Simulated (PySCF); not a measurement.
# C2H7PSi2: a tour of settings, part 2 of 2

PySCF 2.14.0. Atoms count from 0. The steps go on from the part before.

## 6. J couplings: OPBE/6-311G**

What the job is given:

```
{"job": {"kind": "j", "xc": "OPBE", "basis": "6-311G**", "grid": 0, "scf": {"max_cycle": 60}}, "charge": 0, "multiplicity": 1}
C     -0.255273     2.929949    -0.004315
C     -0.058172     1.760029    -0.204169
Si     0.246436    -0.051678    -0.454440
Si    -1.542673    -1.357317     0.257003
P      2.090021    -0.479717     0.778173
H     -0.424670     3.955475     0.161893
H      0.567193    -0.160753    -1.893917
H     -2.808280    -0.701357    -0.069322
H     -1.523467    -1.609064     1.698662
H     -1.547820    -2.663053    -0.411059
H      2.971809     0.108696    -0.107235
H      2.286094    -1.731896     0.222700
```

Level: OPBE/6-311G** indirect spin-spin coupling, non-relativistic, gas phase.

The log of the run:

```text
final grid: 11384 points
cycle   1  E = -1000.5138778018  dE =  1.658e-01  |g| = 4.510e-01  |ddm| = 2.851e+00
cycle   2  E = -1000.4644335593  dE =  4.944e-02  |g| = 5.915e-01  |ddm| = 1.126e+00
cycle   3  E = -1000.5626117119  dE = -9.818e-02  |g| = 1.392e-01  |ddm| = 8.215e-01
cycle   4  E = -1000.5639155546  dE = -1.304e-03  |g| = 1.213e-01  |ddm| = 1.673e-01
cycle   5  E = -1000.5676915310  dE = -3.776e-03  |g| = 2.006e-02  |ddm| = 9.323e-02
cycle   6  E = -1000.5678315000  dE = -1.400e-04  |g| = 3.585e-03  |ddm| = 3.274e-02
cycle   7  E = -1000.5678353876  dE = -3.888e-06  |g| = 8.738e-04  |ddm| = 7.447e-03
cycle   8  E = -1000.5678356717  dE = -2.841e-07  |g| = 1.751e-04  |ddm| = 1.787e-03
cycle   9  E = -1000.5678356811  dE = -9.342e-09  |g| = 5.472e-05  |ddm| = 3.274e-04
cycle  10  E = -1000.5678356821  dE = -1.047e-09  |g| = 1.806e-05  |ddm| = 1.141e-04
cycle  11  E = -1000.5678356822  dE = -1.110e-10  |g| = 3.942e-06  |ddm| = 3.419e-05
converged SCF energy = -1000.5678356822

Indirect spin-spin couplings (Hz)
  i      j    bonds     total        FC       PSO       DSO        SD
  0 C    1 C    1    148.419   143.654     4.662     0.103         -
  0 C    2 Si   2    -17.023   -16.485    -0.261     0.066    -0.343
  0 C    3 Si   3     -1.512    -1.405     0.001     0.030    -0.139
  0 C    4 P    3      2.873     3.073    -0.629    -0.058     0.488
  0 C    5 H    1    210.562   210.817    -0.717     0.463         -
  0 C    6 H    3      2.304     2.236     0.349    -0.281         -
  0 C    7 H    4     -0.194    -0.159     0.006    -0.040         -
  0 C    9 H    4      0.889     0.990     0.169    -0.271         -
  0 C   10 H    4     -0.163    -0.104     0.027    -0.086         -
  0 C   11 H    4      0.733     0.862     0.204    -0.334         -
  1 C    2 Si   1    -69.481   -70.898     2.104    -0.117    -0.570
  1 C    3 Si   2      0.011    -0.146     0.051    -0.001     0.106
  1 C    4 P    2     19.374    19.668    -0.000     0.020    -0.314
  1 C    5 H    2     39.116    35.616     4.680    -1.180         -
  1 C    6 H    2     -0.349    -0.305    -0.029    -0.015         -
  1 C    7 H    3      1.051     0.992    -0.034     0.094         -
  1 C    8 H    3     -0.373    -0.339     0.035    -0.068         -
  1 C    9 H    3      6.210     6.366     0.121    -0.277         -
  1 C   10 H    3      0.255     0.194    -0.021     0.082         -
  1 C   11 H    3      9.163     9.353     0.148    -0.337         -
  2 Si   3 Si   1     62.059    61.118    -1.298     0.041     2.197
  2 Si   4 P    1     66.017    68.123     6.354    -0.079    -8.381
  2 Si   5 H    3     -4.732    -4.783    -0.170     0.266    -0.044
  2 Si   6 H    1   -171.423  -171.566     0.594    -0.336    -0.115
  2 Si   7 H    2      0.804     0.768     0.010     0.095    -0.069
  2 Si   8 H    2     -1.307    -1.352     0.007     0.112    -0.073
  2 Si   9 H    2     -4.559    -4.611     0.031     0.100    -0.079
  2 Si  10 H    2      6.759     6.582     0.223     0.001    -0.047
  2 Si  11 H    2      5.487     5.463     0.146    -0.021    -0.101
  3 Si   4 P    2    -20.576   -21.077     0.294     0.018     0.189
  3 Si   5 H    4      1.625     1.563    -0.089     0.139     0.011
  3 Si   6 H    2     -7.992    -8.087    -0.013     0.153    -0.045
  3 Si   7 H    1   -155.561  -155.620     0.364    -0.174    -0.132
  3 Si   8 H    1   -160.455  -160.521     0.372    -0.178    -0.129
  3 Si   9 H    1   -149.828  -149.840     0.297    -0.171    -0.113
  3 Si  10 H    3     -7.930    -8.068    -0.094     0.242    -0.011
  3 Si  11 H    3      0.270     0.231     0.015    -0.011     0.036
  4 P    5 H    4     -2.300    -2.035     0.095    -0.288    -0.071
  4 P    6 H    2      2.395     3.069    -0.134    -0.304    -0.235
  4 P    7 H    3      9.062     9.386     0.114    -0.443     0.005
  4 P    8 H    3      1.782     1.825    -0.003     0.060    -0.099
  4 P    9 H    3      0.726     0.826     0.179    -0.183    -0.095
  4 P   10 H    1    121.535   115.200     6.248     0.410    -0.322
  4 P   11 H    1    122.102   114.981     6.939     0.423    -0.241
  5 H    6 H    4     -2.251    -2.008     0.869    -1.112         -
  5 H    8 H    5     -0.155     0.016     0.422    -0.593         -
  5 H    9 H    5     -0.531    -0.167     0.575    -0.939         -
  5 H   11 H    5     -0.503    -0.060     0.699    -1.142         -
  6 H    7 H    3     -0.980    -0.592     0.350    -0.738         -
  6 H    8 H    3      7.915     8.891     0.813    -1.789         -
  6 H    9 H    3     -0.480    -0.421     0.075    -0.134         -
  6 H   10 H    3      5.096     4.774    -0.278     0.599         -
  6 H   11 H    3      2.214     2.107    -0.086     0.193         -
  7 H    8 H    2     -9.539    -8.535     0.946    -1.950         -
  7 H    9 H    2    -10.493    -9.525     0.934    -1.901         -
  7 H   10 H    4      1.341     1.957     0.582    -1.199         -
  7 H   11 H    4     -0.522     0.064     0.510    -1.096         -
  8 H    9 H    2     -9.420    -8.460     0.925    -1.884         -
  8 H   10 H    4     -0.796    -0.171     0.581    -1.206         -
  9 H   10 H    4     -0.555    -0.075     0.446    -0.926         -
  9 H   11 H    4      0.202    -0.028    -0.221     0.450         -
 10 H   11 H    2    -13.842   -13.831     0.786    -0.796         -
```

Wall time 21 s (1 thread of Intel Xeon Platinum 8488C, shared host).

The run ended normally, but its values are not to be used for the molecule: grid level 0 is too coarse. Its HOMO lies at -6.40 eV, against -7.41 eV in step 2 (PBE0/def2-SVP), a different level, so the two don't compare directly.

## 7. Run by run: NMR shifts

Isotropic shieldings (ppm) of some atoms, chosen among heavy atoms and hydrogens apart, means over like atoms, with basis size and wall time:

```
                                     run    C0     C1     H6     H7    Si2    Si3     P4  functions  time
                PBE0/def2-SVP in benzene  97.3  116.2  26.63  28.24  486.1  507.6  654.2        117  18 s
BHandHLYP/def2-SVPD in dimethylsulfoxide  99.5  113.2  26.95  28.49  486.0  500.7  654.6        168  14 s
```

## 8. Results

The summary covers parts 1 to 2.

| quantity | value |
| --- | --- |
| shieldings of C, H, Si (PBE0/def2-SVP, benzene, a mean where the table joins atoms) | C0 97.3, C1 116.2, H6 26.6, H7 28.2, H5 29.8, H10 30.6, Si2 486.1, Si3 507.6 ppm and more |
| largest coupling of the table (WP04/cc-pVTZ) | ¹J(C,H) C0–H5, 256.2 Hz |
| lowest singlet (B97-2/def2-SVPD) | 5.82 eV (213 nm), f = 0.018 |
| brightest single state of those computed | state 2, 5.86 eV, f = 0.134 |
| lowest triplet | 5.06 eV |
| range of the shielding of Si3 | 500.7 to 507.6 ppm |
| property runs in this session | 5, of which 0 failed and 1 gave unsound results |

Single values in the summary come from the first run of each kind that ended normally (PBE0/def2-SVP; WP04/cc-pVTZ; B97-2/def2-SVPD), which need not be the best level. At PBE0/def2-SVP: Shielding is most anisotropic at C1 (span 265 ppm, paramagnetic term -148 ppm). In the run at WP04/cc-pVTZ, the largest coupling of the table is C0–H5, 256.2 Hz, of which the Fermi-contact term gives 256.9 Hz. The first singlet state (HOMO→LUMO+1 0.62, HOMO→LUMO 0.17) lies at 5.82 eV and is weak; of the 6 states computed, the strongest absorption comes from state 2 at 5.86 eV. The lowest triplet lies 0.76 eV below the lowest singlet (triplets in Tamm-Dancoff, singlets in full TDDFT). In ppm, Si3 moves most: its shielding spreads over 6.9 ppm, from 500.7 (BHandHLYP/def2-SVPD in dimethylsulfoxide) to 507.6 (PBE0/def2-SVP in benzene). Couplings from bases without tight functions are rough.
